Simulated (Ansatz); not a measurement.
# Sn3C: the cost of one run

Program: Ansatz 0.2.0. Level of theory: plane waves, PAW. These are calculated values, not measurements.

2 further runs of the same task are left out: 2 that didn't finish. Runs told in other sessions of the task aren't counted.

### Step 1. Starting point

Symmetry: R3m, No. 160, trigonal system. Conventional cell: a = 3.978 Å, b = 3.978 Å, c = 21.678 Å, α = 90.00°, β = 90.00°, γ = 120.00°. Around C (site symmetry 3m) lie 4 Sn at 2.20 to 2.37 Å. Sn (site symmetry 3m) is surrounded by 4 Sn at 2.76 to 2.90 Å. Sn (site symmetry 3m) has 3 C at 2.37 Å in its first shell of neighbours. Around Sn (site symmetry 3m) lie 1 C at 2.20 Å.

As a file:

```xyz
4
Lattice="1.9889 1.1483 7.2262 -1.9889 1.1483 7.2262 0.0000 -2.2966 7.2262" Properties=species:S:1:pos:R:3 pbc="T T T"
C     1.9889    1.1483    7.2127
Sn    0.0000    0.0000   10.6965
Sn    0.0000    0.0000    7.7929
Sn    0.0000    0.0000   19.4614
```

Cell and atoms come from an earlier r2SCAN relaxation. No run includes spin-orbit coupling, which matters for Sn.

### Step 2. PBE, anion s p, 4×4×4

input.yaml reads:

```yaml
crystal:
  lattice:
    - [1.9889269004, 1.1483074813, 7.226163143]
    - [-1.9889269004, 1.1483074813, 7.226163143]
    - [0.0, -2.2966149628, 7.2261631429]
  atoms:
    - { symbol: C, position: [0.9993786089, -0.0006213911, -0.0006213911] }
    - { symbol: Sn, position: [0.4934145479, 0.4934145479, 0.4934145479] }
    - { symbol: Sn, position: [0.3594778857, 0.3594778857, 0.3594778857] }
    - { symbol: Sn, position: [0.8977289575, 0.8977289575, 0.8977289575] }
kpoints:
  mp_grid: { grid: [6, 6, 6] }
  band_path:
    path:
      - [[0.0, 0.0, 0.0], [-0.5, -0.5, -0.5], [-0.5, -0.1835015303839, -0.8164984696161]]
      - [[-0.1835015303839, 0.1835015303839, -0.5], [-1.672291905589e-16, -6.121070117683e-17, -0.5], [0.0, 0.0, 0.0], [-2.273511131427e-16, 0.3417507651919, -0.3417507651919]]
      - [[-0.3417507651919, 5.681335164806e-17, -0.6582492348081], [-0.5, 3.104281473539e-17, -0.5], [0.0, 0.0, 0.0]]
    npoints: 10
hamiltonian:
  xc: pbe
scf:
  occupations: { method: fermi_dirac, width: 0.02 }
  n_extra_bands: 6
output:
  forces: false
  stress: false
  eigenvalues: true
  wannier:
    kmesh: [4, 4, 4]
    projections: [{ species: C, l: s, shell: 2 }, { species: C, l: p, shell: 2 }]
    minimise: true
    write_hr: true
    conv_tol: 1.0e-08
    max_iter: 3000
```

The run is started by

```bash
> ansatz run input.yaml --threads 4 --pin off --max-ram 3686MiB --backend cpu --events-out ev --progress --plain --runs-dir out
```

**Question.** How long does this run take on 4 threads of Arm Neoverse V2, shared host, and how much memory does it need?

About 4.5 s, with a peak of 0.39 GiB.
